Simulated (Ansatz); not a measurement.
# CH4O2Si: the cost of one run

Program: Ansatz 0.2.0. Level of theory: RKS r2SCAN/6-31G*. These are calculated values, not measurements.

### 1 The starting structure

Bond lengths: O1–Si2 1.616 Å, Si2–C3 1.842 Å, Si2–O4 1.642 Å, C3–O4 1.484 Å, O1–H5 0.956 Å, Si2–H6 1.434 Å, C3–H7 1.082 Å, C3–H8 1.080 Å. Angles: O1–Si2–C3 124.7°, O1–Si2–O4 118.9°, O1–Si2–H6 108.5°, C3–Si2–O4 50.0°, C3–Si2–H6 123.2°, O4–Si2–H6 120.0°, Si2–O1–H5 121.5°, Si2–C3–O4 58.0°, Si2–C3–H7 123.1°, Si2–C3–H8 122.6°, O4–C3–H7 111.1°, O4–C3–H8 110.9°, H7–C3–H8 113.4°, Si2–O4–C3 72.0°.

As a file:

```xyz
8

O    -1.4500    1.1619   -0.4614
Si   -0.0113    0.7159    0.1233
C     0.5122   -1.0285    0.4003
O     0.9506   -0.2541   -0.7873
H    -1.8229    0.7494   -1.2388
H     0.5552    1.8269    0.8316
H    -0.0890   -1.8799    0.1099
H     1.3553   -1.2915    1.0225
```

### 2 Preparing the start

input.yaml

```yaml
crystal:
  periodic: [false, false, false]
  atoms:
    - { symbol: O, position_ang: [-1.45003, 1.16188, -0.46143] }
    - { symbol: Si, position_ang: [-0.01128, 0.71587, 0.12334] }
    - { symbol: C, position_ang: [0.51222, -1.0285, 0.40032] }
    - { symbol: O, position_ang: [0.95057, -0.25409, -0.78735] }
    - { symbol: H, position_ang: [-1.82293, 0.74937, -1.23883] }
    - { symbol: H, position_ang: [0.55516, 1.82686, 0.83157] }
    - { symbol: H, position_ang: [-0.08902, -1.87985, 0.10992] }
    - { symbol: H, position_ang: [1.35531, -1.29154, 1.02247] }
basis:
  gaussian: { orbitals: "6-31G*" }
hamiltonian:
  xc: r2scan
relax:
  f_tol: 0.02
  max_steps: 40
scf:
  lower_state_search: "off"
output:
  orbitals: {}
```

Started as:

```console
$ ansatz run input.yaml --threads 1 --pin off --max-ram 2048MiB --backend cpu --events-out ev --progress --plain --runs-dir out
```

What time and memory should one allow on 1 thread of Arm Neoverse V1, shared host?

About 24 s, with a peak of 0.13 GiB.
